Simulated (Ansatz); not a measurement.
Sn3Te:

```xyz
4
Lattice="-2.3009 2.3009 5.5165 2.3009 -2.3009 5.5165 2.3009 2.3009 -5.5165" Properties=species:S:1:pos:R:3 pbc="T T T"
Te    0.0000    0.0000    0.0000
Sn    0.0000    0.0000    5.5165
Sn    2.3009    0.0000    2.7582
Sn    0.0000    2.3009    2.7582
```

The cell comes from a database or a generator and needn't be the stable form of this composition.

```yaml
Program: Ansatz 0.2.0
Task: single point
Functional: PBEsol
Potentials_or_basis: Ansatz PAW
Cutoff: "420 eV (not typed: the program's choice for these potentials)"
k_mesh: 8 × 8 × 8
Occupations: fermi-dirac, width 0.05 eV
Spin: no spin polarisation
```

On this cell: pressure -3.0 GPa; largest force under 0.003 eV/Å; band gap on the k mesh none (metal or under the smearing width).

The same run follows on a disturbed copy (atoms moved at random, drawn with an rms of 0.05 Å):

```
Te Sn
1.0
    -2.30090    2.30090    5.51649
     2.30090   -2.30090    5.51649
     2.30090    2.30090   -5.51649
Te Sn
1 3
Direct
  0.00135 0.98554 0.99037
  0.48831 0.49512 0.98872
  0.25328 0.75731 0.50223
  0.75787 0.24469 0.49057
```

Q: What does the disturbed cell give?

A: The energy (extrapolated to zero smearing) moves by +2.8 meV/atom; pressure -2.9 GPa; largest force 0.111 eV/Å; band gap on the k mesh none (metal or under the smearing width).

Forces on the atoms (eV/Å):
```
Te   0.044 -0.070  0.073
Sn  -0.056  0.059  0.076
Sn  -0.063  0.025 -0.078
Sn   0.076 -0.014 -0.071
```

Stress tensor (GPa, compression positive):
```
-2.85 -0.04  0.09
-0.04 -2.87  0.02
 0.09  0.02 -2.98
```

Caveats: the PAW data sets come from PBE, with cores solved anew for the run's functional, which leaves a small shift of forces and pressure.
